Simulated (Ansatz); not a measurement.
# H9N2Si3: the cost of one run

Computed with Ansatz 0.2.0, Gaussian basis. Level: PBE0-D4/def2-TZVP structures, single points in def2-TZVPP, no counterpoise correction.

Levels: SPW92, PBE-D4, BLYP-D4, r2SCAN-D4, B97M-V, PBE0-D4, B3LYP-D4, r2SCAN0-D4, BHLYP-D4, CAM-B3LYP-D4, wB97X-V, wB97M-V, B2PLYP, PBE-QIDH, RPA on PBE, Hartree-Fock, MP2, CCSD, CCSD(T).

Correlated methods freeze the cores. Orbitals are unrestricted. B3LYP uses VWN-RPA correlation. B2PLYP carries no dispersion term here.

113 further runs of the same task are left out: 113 set aside as unsound or not needed.

## (1) The starting structure

The complex: 18 atoms, charge 0, spin multiplicity 2.

Atoms are counted from 1 here; the program's logs count them from 0.

Bond lengths: Si1–N2 1.774 Å, Si1–N4 1.710 Å, Si1–H6 1.495 Å, N2–Si3 1.771 Å, N2–H11 1.016 Å, Si3–H12 1.479 Å, Si3–H13 1.485 Å, Si3–H14 1.484 Å, N4–Si5 1.736 Å, N4–H15 1.018 Å, Si5–H16 1.484 Å, Si5–H17 1.487 Å, Si5–H18 1.486 Å, H7–Cl8 1.309 Å, H9–F10 0.985 Å. Angles: N2–Si1–N4 105.9°, N2–Si1–H6 110.7°, N4–Si1–H6 107.3°, Si1–N2–Si3 117.5°, Si1–N2–H11 112.6°, Si3–N2–H11 112.8°, N2–Si3–H12 108.8°, N2–Si3–H13 110.9°, N2–Si3–H14 106.8°, H12–Si3–H13 109.9°, H12–Si3–H14 110.6°, H13–Si3–H14 109.7°, Si1–N4–Si5 128.7°, Si1–N4–H15 115.8°, Si5–N4–H15 114.9°, N4–Si5–H16 107.2°, N4–Si5–H17 110.6°, N4–Si5–H18 111.5° and more.

Geometry (Å):

```
Si    0.18856   -0.86844    1.31547
N     1.61970   -0.19203    0.51402
Si    1.65332   -0.21442   -1.25691
N    -1.15989   -0.27643    0.44619
Si   -2.50620   -1.15974   -0.20187
H     0.17314   -2.35861    1.19994
H     0.15589    2.94601    0.68966
Cl   -1.07846    3.18239    0.32482
H     1.67232    1.34024    0.89843
F     1.67477    2.30237    1.10940
H     2.48899   -0.51427    0.92873
H     0.85599    0.92320   -1.76379
H     1.10363   -1.49033   -1.78241
H     3.07471   -0.07731   -1.66176
H    -1.25465    0.73686    0.41218
H    -2.23359   -2.60071    0.02227
H    -2.64922   -0.89936   -1.65885
H    -3.77890   -0.77950    0.46437
```

Its parts: Si3N2H9 radical holds atoms 1, 2, 3, 4, 5, 6, 11, 12, 13, 14, 15, 16, 17, 18; HCl holds atoms 7, 8; HF holds atoms 9, 10. Each part counts its atoms afresh in its own runs.

## (2) Relaxing Si3N2H9 radical alone

relax-a/in.yaml

```yaml
crystal:
  periodic: [false, false, false]
  atoms:
    - {symbol: Si, position_ang: [0.188564, -0.868442, 1.315469]}
    - {symbol: N, position_ang: [1.619705, -0.192030, 0.514023]}
    - {symbol: Si, position_ang: [1.653320, -0.214423, -1.256913]}
    - {symbol: N, position_ang: [-1.159887, -0.276428, 0.446190]}
    - {symbol: Si, position_ang: [-2.506204, -1.159738, -0.201872]}
    - {symbol: H, position_ang: [0.173135, -2.358615, 1.199942]}
    - {symbol: H, position_ang: [2.488987, -0.514272, 0.928734]}
    - {symbol: H, position_ang: [0.855988, 0.923203, -1.763792]}
    - {symbol: H, position_ang: [1.103628, -1.490329, -1.782407]}
    - {symbol: H, position_ang: [3.074710, -0.077315, -1.661765]}
    - {symbol: H, position_ang: [-1.254650, 0.736856, 0.412182]}
    - {symbol: H, position_ang: [-2.233593, -2.600711, 0.022270]}
    - {symbol: H, position_ang: [-2.649222, -0.899362, -1.658853]}
    - {symbol: H, position_ang: [-3.778902, -0.779501, 0.464374]}
basis:
  gaussian: {orbitals: def2-TZVP}
magnetization: {spin_polarized: true, initial_magnetization: 1}
hamiltonian: {xc: pbe0, dispersion: d4}
relax: {f_tol: 0.005, max_steps: 200}
```

Launch:

```
$ ansatz run in.yaml --threads 4 --pin off --events-out ev --progress --plain --max-ram 66560MiB --backend cuda --devices 0, --max-vram 37GiB
```

**Question.** How long does this run take on 1 × a share of an NVIDIA H100 with 4 threads of AMD EPYC 7R13, shared host?

About 58 s.
